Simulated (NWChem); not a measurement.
# One shape, several levels: B2HCl2F (SMILES FBB(Cl)Cl)

We compute a comparison of 3 runs (HF/def2-SVP, PBE0/def2-SVP, CCSD/pcseg-1) of B2HCl2F. 

Program for the calculation: NWChem 7.3.0.

## (1) The structure to begin with

B2HCl2F: 6 atoms, total charge 0, spin state singlet. As SMILES, `FBB(Cl)Cl`. The shape is that of a GFN2-xTB optimisation.

Bond lengths: F1–B2 1.314 Å, B2–B3 1.695 Å, B3–Cl4 1.724 Å, B3–Cl5 1.724 Å, B2–H6 1.181 Å. Angles: F1–B2–B3 122.3°, B2–B3–Cl4 122.0°, B2–B3–Cl5 121.6°, Cl4–B3–Cl5 116.3°, F1–B2–H6 114.0°, B3–B2–H6 123.7°.

## (2) Energy and gradient at HF/def2-SVP (run 1)

The input, b2cl2fh.xyz:

```xyz
6

F     -0.003710     1.850050     0.666500
B     -0.453450     0.626060     0.505720
B      0.373230    -0.529660    -0.418160
Cl     1.522060    -1.606860     0.283200
Cl     0.038190    -0.754350    -2.094100
H     -1.476320     0.414750     1.056840
```

The input, run.py:

```python
from ase.io import read
from ase.calculators.nwchem import NWChem

mol = read('b2cl2fh.xyz')

calc = NWChem(
    label='b2cl2fh',
    theory='scf',
    memory='2200 mb',
    basis='def2-SVP',
    basispar='spherical bse',
    scf={'nopen': '0', 'rhf': None, 'thresh': '1e-08', 'maxiter': '80'},
)
mol.calc = calc

forces = mol.get_forces()
e = mol.get_potential_energy()
print(f"E = {e:.6f} eV")
print("forces (eV/A):")
for s, f in zip(mol.symbols, forces):
    print(f"{s:2s} {f[0]:10.5f} {f[1]:10.5f} {f[2]:10.5f}")
print("dipole (e A):", mol.get_dipole_moment().round(4))
```

On the command line:

```
$ export ASE_NWCHEM_COMMAND="nwchem PREFIX.nwi > PREFIX.nwo"
$ python run.py
```

Output:

```text
E = -29064.481648 eV
forces (eV/A):
F     0.31409    0.15838   -0.13344
B    -0.06253    0.52507    0.22415
B    -0.11076    0.17993    0.14172
Cl    0.74937   -0.57768    0.70335
Cl   -0.38248    0.06839   -1.12445
H    -0.50769   -0.35404    0.18872
dipole (e A): [-0.1142 -0.0748  0.0451]
```

The calculator wrote b2cl2fh.nwi:

```
title "b2cl2fh"

permanent_dir b2cl2fh

scratch_dir b2cl2fh

start b2cl2fh

geometry units angstrom nocenter noautosym noautoz
  F  -3.7100000000000002e-03 1.8500500000000000e+00 6.6649999999999998e-01
  B  -4.5345000000000002e-01 6.2605999999999995e-01 5.0571999999999995e-01
  B  3.7323000000000001e-01 -5.2966000000000002e-01 -4.1815999999999998e-01
  Cl 1.5220600000000000e+00 -1.6068600000000000e+00 2.8320000000000001e-01
  Cl 3.8190000000000002e-02 -7.5434999999999997e-01 -2.0941000000000001e+00
  H  -1.4763200000000001e+00 4.1475000000000001e-01 1.0568400000000000e+00
end

memory 2200 mb

basis spherical bse noprint
   * library def2-SVP
end

scf
  nopen 0
  rhf
  thresh 1e-08
  maxiter 80
end

task scf gradient
```

b2cl2fh.nwo:

```text
Northwest Computational Chemistry Package (NWChem) 7.3.0
             --------------------------------------------------------

           Job information
           ---------------

    nwchem branch   = 7.3.0
    use scalapack   = T
    input           = b2cl2fh.nwi
    prefix          = b2cl2fh.
    data base       = b2cl2fh/b2cl2fh.db
    status          = startup
    nproc           =        1

           Memory information
           ------------------

    heap     =     72089596 doubles =      550.0 Mbytes
    stack    =     72089601 doubles =      550.0 Mbytes
    global   =    144179200 doubles =     1100.0 Mbytes (distinct from heap & stack)
    total    =    288358397 doubles =     2200.0 Mbytes
    verify   = yes
    hardfail = no

[... 132 lines left out ...]
 Convergence threshold     :          1.000E-08
[... 13 lines left out ...]
       Final RHF  results
[... 3 lines left out ...]
      One-electron energy =  -1918.940241006067
[... 1 line left out ...]
 Nuclear repulsion energy =    222.529970060873
[... 45 lines left out ...]
                       ROHF Final Molecular Orbital Analysis
[... 260 lines left out ...]
                 ----------------------------------------
                 |  Time  |  1-e(secs)   |  2-e(secs)   |
                 ----------------------------------------
                 |  CPU   |       0.00   |       1.67   |
                 ----------------------------------------
                 |  WALL  |       0.00   |       1.67   |
                 ----------------------------------------

 Task  times  cpu:        9.5s     wall:        9.5s
 Total times  cpu:        9.5s     wall:        9.5s
```

It took 11 s on 1 thread of Intel Xeon Platinum 8488C (Sapphire Rapids), shared host; peak memory 0.1 GiB.

## (3) Energy and forces at PBE0/def2-SVP (run 2)

The input, geom.xyz:

```xyz
6
B2Cl2FH gradient
F     -0.003710     1.850050     0.666500
B     -0.453450     0.626060     0.505720
B      0.373230    -0.529660    -0.418160
Cl     1.522060    -1.606860     0.283200
Cl     0.038190    -0.754350    -2.094100
H     -1.476320     0.414750     1.056840
```

The input, geom.nw:

```
start geom
title "B2Cl2FH gradient"
memory total 2200 mb

geometry units angstroms noautosym nocenter noautoz
 load geom.xyz
end

basis spherical bse
 * library def2-SVP
end

dft
 xc pbe0
 grid xfine
 convergence energy 1e-08
 maxiter 100
 mulliken
 print medium
end

task dft gradient
```

On the command line:

```
$ nwchem geom.nw > geom.out
```

Output:

```text
[...]
          Wavefunction type:  closed shell.
          No. of atoms     :     6
          No. of electrons :    54
[...]
          Charge           :     0
          Spin multiplicity:     1
[...]
          AO basis - number of functions:    83
[...]
              XC Information
              --------------
                         PBE0 Method XC Functional
                     Hartree-Fock (Exact) Exchange  0.250
          PerdewBurkeErnzerhof Exchange Functional  0.750
            Perdew 1991 LDA Correlation Functional  1.000 local
           PerdewBurkeErnz. Correlation Functional  1.000 non-local
[...]
 d= 0,ls=0.0,diis     1  -1069.6950228509 -1.29D+03  1.66D-02  6.76D-01     2.0
[...]
 d= 0,ls=0.0,diis     8  -1069.7840578864 -6.84D-09  2.24D-06  2.90D-08    13.8
         Total DFT energy =    -1069.784057886360
      One electron energy =    -1919.290344742007
           Coulomb energy =      702.032982930313
    Exchange-Corr. energy =      -75.056666135540
 Nuclear repulsion energy =      222.529970060874
[...]
      Total Density - Mulliken Population Analysis
     ---------------------------------------------
    Atom       Charge   Shell Charges
 -----------   ------   -------------------------------------------------------
    1 F    9     9.09   1.99  1.14  0.72  3.36  1.87  0.01
    2 B    5     4.79   1.99  0.83  0.17  1.48  0.21  0.12
    3 B    5     4.98   1.99  0.88  0.11  1.54  0.35  0.11
    4 Cl  17    17.04   2.00  1.98  1.26  0.66  5.93  2.16  3.01  0.02
    5 Cl  17    17.04   2.00  1.99  1.26  0.66  5.93  2.16  3.01  0.02
    6 H    1     1.05   0.75  0.29  0.01
[...]
  wavefunction    = closed shell
                         DFT ENERGY GRADIENTS
    atom               coordinates                        gradient
                 x          y          z           x          y          z
   1 F      -0.007011   3.496088   1.259502   -0.006821  -0.008977   0.000933
   2 B      -0.856896   1.183082   0.955672   -0.006020  -0.000804   0.003465
   3 B       0.705302  -1.000912  -0.790208    0.002317  -0.003356  -0.002813
   4 Cl      2.876276  -3.036525   0.535170   -0.010227   0.007696  -0.010389
   5 Cl      0.072169  -1.425515  -3.957275    0.005826  -0.001461   0.015552
   6 H      -2.789840   0.783764   1.997138    0.014926   0.006902  -0.006748
[...]
```

Run time: 18 s. Hardware: 1 thread of Intel Xeon Platinum 8488C (Sapphire Rapids), shared host; peak memory 0.13 GiB.

## (4) The energy at CCSD/pcseg-1 (run 3)

The input, work.nw:

```
start work
memory total 2200 mb
charge 0

geometry units angstrom noautosym nocenter noautoz
F    -0.003710    1.850050    0.666500
B    -0.453450    0.626060    0.505720
B     0.373230   -0.529660   -0.418160
Cl    1.522060   -1.606860    0.283200
Cl    0.038190   -0.754350   -2.094100
H    -1.476320    0.414750    1.056840
end

basis "ao basis" spherical bse
* library pcseg-1
end

scf
thresh 1e-08
maxiter 80
end

ccsd
freeze core 13
maxiter 60
end

task ccsd
```

On the command line:

```
$ nwchem work.nw > work.out
```

Output:

```text
[...]
  functions       =    83
[...]
  wavefunction    = RHF
[...]
         Total SCF energy =  -1068.394622095939
      One-electron energy =  -1919.282668940700
      Two-electron energy =    628.358076783887
 Nuclear repulsion energy =    222.529970060873
        Time for solution =     11.6s
[...]
 Total MP2 energy:          -1068.988710601996672
[...]
             energy      energy      error      ampl     ampl      Block
                                                time     time      time
[...]
 Total CCSD energy:          -1069.024600385896974
[...]
```

Run time: 77 s. Hardware: 1 thread of Intel Xeon Platinum 8488C (Sapphire Rapids), shared host; peak memory 0.21 GiB.

## (5) The series

```
run          level  iteration cap  module   energy (Eh)  dipole moment (D)  HOMO energy (eV)  LUMO energy (eV)  wall time
  1    HF/def2-SVP             80     scf  -1068.100009               0.69            -11.75              2.11       11 s
  2  PBE0/def2-SVP            100     dft  -1069.784058               0.44             -8.25             -1.63       18 s
  3   CCSD/pcseg-1             80    ccsd  -1069.024600                  –            -12.01              1.64       77 s
```

## (6) What came out

```
                                           quantity           value
                                run 3: total energy  -1069.02460 Eh
         run 3: HOMO energy (Hartree–Fock orbitals)       -12.01 eV
         run 3: LUMO energy (Hartree–Fock orbitals)         1.64 eV
       run 3: HOMO–LUMO gap (Hartree–Fock orbitals)        13.66 eV
run 3: correlation energy (13 core orbitals frozen)      -630.0 mEh
```

All runs together took 1.8 min, the longest 77 s.
